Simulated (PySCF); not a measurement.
**revPBE/def2-SVP run of CH5BClN (SMILES CNBCl)**

What is the energy change on altering one bond length of CH5BClN at revPBE/def2-SVP? The job is set up through a Python script.

The calculation is run with PySCF 2.14.0.

1 further run of the same task is left out (set aside as unsound or not needed).

### Step 1. Starting point

The species is CH5BClN (9 atoms), meant as a singlet with charge 0. SMILES: `CNBCl`. The coordinates come from a PBE0-D4/def2-TZVP relaxation. This is one conformer, not always the lowest.

Bond lengths: C1–N2 1.445 Å, N2–B3 1.381 Å, B3–Cl4 1.771 Å, C1–H5 1.094 Å, C1–H6 1.094 Å, C1–H7 1.090 Å, N2–H8 1.009 Å, B3–H9 1.192 Å. Some angles: C1–N2–B3 126.0°, N2–B3–Cl4 119.6°, C1–N2–H8 115.0°, B3–N2–H8 119.0°, N2–C1–H5 111.4°, N2–C1–H6 111.4°, N2–C1–H7 109.2°, N2–B3–H9 121.5°, Cl4–B3–H9 118.9°, H5–C1–H6 108.3°.

### Step 2. The energy at revPBE/def2-SVP

input.py

```python
# CNBCl
from pyscf import gto, dft

mol = gto.Mole()
mol.atom = '''
C      0.963949     0.911037    -1.839459
N     -0.770819    -0.427078    -0.211082
B     -0.493407    -0.784614     2.358756
Cl    -2.825707    -2.484045     4.053085
H      1.713982    -0.322009    -3.319304
H      0.052723     2.530154    -2.745394
H      2.544894     1.606078    -0.718096
H     -2.306411    -1.144229    -1.084514
H      1.288037     0.026834     3.473695
'''
mol.max_memory = 1860
mol.basis = 'def2-svp'
mol.unit = 'bohr'
mol.verbose = 3
mol.build()

ks = dft.RKS(mol)
ks.xc = 'revpbe'
ks.grids.level = 5
ks.conv_tol = 1e-10
ks.kernel()
if not ks.converged:
    ks = ks.newton().run(ks.mo_coeff, ks.mo_occ)

etot = ks.e_tot
print(f'total energy: {etot:.8f} hartree')
```

Started as:

```console
$ OMP_NUM_THREADS=1 python input.py
```

Standard output:

```text
converged SCF energy = -580.639566760766
total energy: -580.63956676 hartree
```

It took 17 s on 1 thread of Intel Xeon Platinum 8223CL at 3.00GHz (Skylake/Cascade Lake), shared host; peak memory 0.43 GiB.

### Step 3. The distorted shape

run.py

```python
from pyscf import gto, dft

system = gto.Mole()
system.atom = '''
C      0.922347     0.964654    -2.224846
N     -0.812422    -0.373461    -0.596469
B     -0.493407    -0.784614     2.358756
Cl    -2.825707    -2.484045     4.053085
H      1.672379    -0.268392    -3.704691
H      0.011121     2.583772    -3.130781
H      2.503292     1.659695    -1.103483
H     -2.348013    -1.090612    -1.469901
H      1.288037     0.026834     3.473695
'''
system.unit = 'bohr'
system.verbose = 3
system.max_memory = 1860
system.basis = 'def2-svp'
system.build()

mf = dft.RKS(system)
mf.xc = 'revpbe'
mf.grids.level = 5
mf.conv_tol = 1e-10
mf.kernel()
if not mf.converged:
    mf = mf.newton().run(mf.mo_coeff, mf.mo_occ)

etot = mf.e_tot
print('E = %.10f Eh' % etot)
```

Started as:

```console
$ OMP_NUM_THREADS=1 python run.py
```

Standard output:

```text
converged SCF energy = -580.621405020582
E = -580.6214050206 Eh
```

It took 17 s on 1 thread of Intel Xeon Platinum 8223CL at 3.00GHz (Skylake/Cascade Lake), shared host; peak memory 0.43 GiB.

### Step 4. What came out

Level: revPBE/def2-SVP.

| quantity | value |
| --- | --- |
| first shape: total energy | -580.63957 Eh |
| first shape: dipole moment | 2.86 D |
| first shape: HOMO energy | -6.27 eV |
| first shape: LUMO energy | -0.28 eV |
| first shape: HOMO–LUMO gap | 6.00 eV |
| distorted shape: total energy | -580.62141 Eh |
| distorted shape: dipole moment | 2.14 D |
| distorted shape: HOMO energy | -5.73 eV |
| distorted shape: LUMO energy | -1.06 eV |
| distorted shape: HOMO–LUMO gap | 4.67 eV |
| energy change with the N2–B3 bond stretched from 1.381 to 1.588 Å | 0.494 eV |

What this shows: With the N2–B3 bond stretched from 1.381 to 1.588 Å the energy rises by 0.49 eV (47.7 kJ/mol). The first shape isn't relaxed at this level, so the change isn't measured from a minimum. Mulliken charges (first shape) run from -0.13 on Cl4 to +0.12 on H8.
